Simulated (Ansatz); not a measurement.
# Sn (Sn (100), 4 layers): how the settings move a single-point run

How sensitive is a single-point run of Sn (Sn (100), 4 layers) to its settings? A reference run comes first, then one run with altered input.

Computed with Ansatz 0.2.0 (reference: DFT, PBE, all-electron LAPW, scalar-relativistic, unless a step's input says otherwise).

## 1. The starting structure

The structure is orthorhombic, space group Pmma (No. 51). Conventional cell: a = 4.706 Å, b = 4.706 Å, c = 20.992 Å, α = 90.00°, β = 90.00°, γ = 90.00°. Sn (site symmetry mm2) is surrounded by 2 Sn at 2.88 Å. Around Sn (site symmetry mm2) lie 4 Sn at 2.88 Å.

As a file:

```cif
data_structure
_symmetry_space_group_name_H-M 'P 1'
_symmetry_Int_Tables_number 1
_cell_length_a 4.7065
_cell_length_b 4.7065
_cell_length_c 20.9920
_cell_angle_alpha 90.000
_cell_angle_beta 90.000
_cell_angle_gamma 90.000
_cell_volume 464.99
loop_
_atom_site_label
_atom_site_type_symbol
_atom_site_fract_x
_atom_site_fract_y
_atom_site_fract_z
_atom_site_occupancy
Sn1 Sn 0.00000 0.25000 0.38110 1
Sn2 Sn 0.50000 0.25000 0.46037 1
Sn3 Sn 0.50000 0.75000 0.53963 1
Sn4 Sn 0.00000 0.75000 0.61890 1
```

## 2. The reference run

input.yaml reads:

```yaml
crystal:
  lattice:
    - [4.7064645943, 0.0, 0.0]
    - [0.0, 4.7064645943, 0.0]
    - [0.0, 0.0, 20.992]
  atoms:
    - { symbol: Sn, position: [0.0, 0.25, 0.3810985246] }
    - { symbol: Sn, position: [0.5, 0.25, 0.4603661749] }
    - { symbol: Sn, position: [0.5, 0.75, 0.5396338251] }
    - { symbol: Sn, position: [0.0, 0.75, 0.6189014754] }
kpoints:
  mp_grid: { grid: [7, 7, 1] }
scf:
  occupations: { method: fermi_dirac, width: 0.02 }
hamiltonian:
  xc: pbe
  pseudopotentials: { kind: all_electron, lapw: { basis_error: 0.001 } }
output:
  forces: true
  stress: true
  eigenvalues: true
  populations: true
  dos: { projected: true, de: 0.2, e_range: [-14, 8] }
efield:
  axis: 3
  amplitude: 0
  dipole_correction: true
```

On the command line:

```console
$ ansatz run input.yaml --threads 1 --pin off --max-ram 3584MiB --backend cpu --events-out ev --progress --plain --runs-dir out
```

## 3. Changed: scf.algorithm direct_min, dr2_threshold 1.0e-05, accuracy high

Changes to input.yaml since step 2:

```diff
@@ -14,2 +14,4 @@
   occupations: { method: fermi_dirac, width: 0.02 }
+  algorithm: direct_min
+  convergence: { dr2_threshold: 1.0e-05 }
 hamiltonian:
@@ -22,3 +24,2 @@
   populations: true
-  dos: { projected: true, de: 0.2, e_range: [-14, 8] }
 efield:
@@ -27 +28,2 @@
   dipole_correction: true
+accuracy: high
```

What does the calculation give? Wanted: for each run, ending; energy change; gap; force.

The runs gave:

| run | ending | energy change | gap (eV) | force (eV/Å) | cycles | time |
| --- | --- | --- | --- | --- | --- | --- |
| reference | converged | 0 | 0.00 | 0.22 | 9 | 81 s |
| 1: scf.algorithm direct_min, dr2_threshold 1.0e-05, accuracy high | converged | 0.0 meV/atom | 0.00 | 0.22 | 6 | 2 min |

Times don't compare one to one where runs were asked for different outputs or read a saved state (see the inputs); cycles may leave out searches for a lower state.

Residual by cycle in the longest SCF loop of each run; runs are numbered as in the table. The quantity is the density residual dr2, in eV.

| cycle | reference | run 1 |
| --- | --- | --- |
| 1 | 1.58 | 1.58 |
| 2 | 0.183 | 0.0229 |
| 3 | 0.0506 | 1.9e-4 |
| 4 | 0.00504 | 1.8e-5 |
| 5 | 4.0e-4 | 2.7e-6 |
| 6 | 3.5e-5 | 3.5e-7 |
| 7 | 5.7e-6 | - |
| 8 | 7.5e-7 | - |
| 9 | 2.9e-8 | - |

What this shows: With the changed solver and convergence setting the energy agrees within 0.5 meV/atom.
